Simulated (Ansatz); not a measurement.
# H7NO3Si2: the cost of one run

Method: the settings change from run to run; program: Ansatz 0.2.0, Gaussian basis.

## (1) The relaxed structure

An earlier PBE0-D4 in a triple-zeta def2 set relaxation fixed the geometry.

SMILES `O[SiH2]N[SiH](O)O`, 13 atoms, charge 0, spin multiplicity 1.

Atoms are counted from 1 here; the program's logs count them from 0.

Bond lengths: O1–Si2 1.661 Å, O1–H7 0.959 Å, Si2–N3 1.709 Å, Si2–H8 1.487 Å, Si2–H9 1.485 Å, N3–Si4 1.719 Å, N3–H10 1.010 Å, Si4–O5 1.641 Å, Si4–O6 1.633 Å, Si4–H11 1.480 Å, O5–H12 0.958 Å, O6–H13 0.965 Å. Angles: Si2–O1–H7 116.4°, O1–Si2–N3 107.4°, O1–Si2–H8 106.9°, O1–Si2–H9 111.8°, N3–Si2–H8 113.4°, N3–Si2–H9 107.8°, H8–Si2–H9 109.6°, Si2–N3–Si4 127.2°, Si2–N3–H10 116.0°, Si4–N3–H10 115.6°, N3–Si4–O5 104.3°, N3–Si4–O6 107.9°, N3–Si4–H11 115.4°, O5–Si4–O6 116.1°, O5–Si4–H11 108.6°, O6–Si4–H11 104.9°, Si4–O5–H12 117.1°, Si4–O6–H13 114.8°.

Coordinates:

```
O    -0.3023   -0.5981    2.0345
Si    0.4981   -1.4130    0.8291
N     0.8121   -0.2935   -0.4233
Si   -0.2947    0.8193   -1.1245
O     0.5729    2.2019   -1.2936
O    -1.6026    0.9077   -0.1511
H    -0.8410   -1.1303    2.6231
H    -0.3813   -2.5368    0.4104
H     1.8026   -1.9475    1.2972
H     1.7851   -0.1389   -0.6443
H    -0.8301    0.4332   -2.4490
H     0.2191    2.8698   -1.8822
H    -1.4173    0.7915    0.7885
```

## (2) HSE06/aug-cc-pVDZ

Input file in.yaml:

```yaml
crystal:
  periodic: [false, false, false]
  atoms:
    - {symbol: O, position_ang: [-0.302277, -0.598087, 2.034517]}
    - {symbol: Si, position_ang: [0.498146, -1.413021, 0.829054]}
    - {symbol: N, position_ang: [0.812050, -0.293456, -0.423335]}
    - {symbol: Si, position_ang: [-0.294697, 0.819327, -1.124493]}
    - {symbol: O, position_ang: [0.572904, 2.201875, -1.293573]}
    - {symbol: O, position_ang: [-1.602646, 0.907700, -0.151127]}
    - {symbol: H, position_ang: [-0.840971, -1.130267, 2.623098]}
    - {symbol: H, position_ang: [-0.381344, -2.536819, 0.410384]}
    - {symbol: H, position_ang: [1.802594, -1.947528, 1.297231]}
    - {symbol: H, position_ang: [1.785115, -0.138945, -0.644271]}
    - {symbol: H, position_ang: [-0.830149, 0.433179, -2.448974]}
    - {symbol: H, position_ang: [0.219079, 2.869828, -1.882189]}
    - {symbol: H, position_ang: [-1.417303, 0.791513, 0.788475]}
basis:
  gaussian: {orbitals: aug-cc-pVDZ}
hamiltonian: {xc: {name: HSE06}}
output: {forces: true}
```

Launch:

```bash
$ ansatz run in.yaml --threads 2 --pin off --events-out ev --progress --plain --max-ram 32768MiB --backend cpu
```

**Question.** How long does this run take on 2 threads of AMD EPYC 7R13, shared host, and how much memory does it need?

About 9.5 s, with a peak of 0.85 GiB.
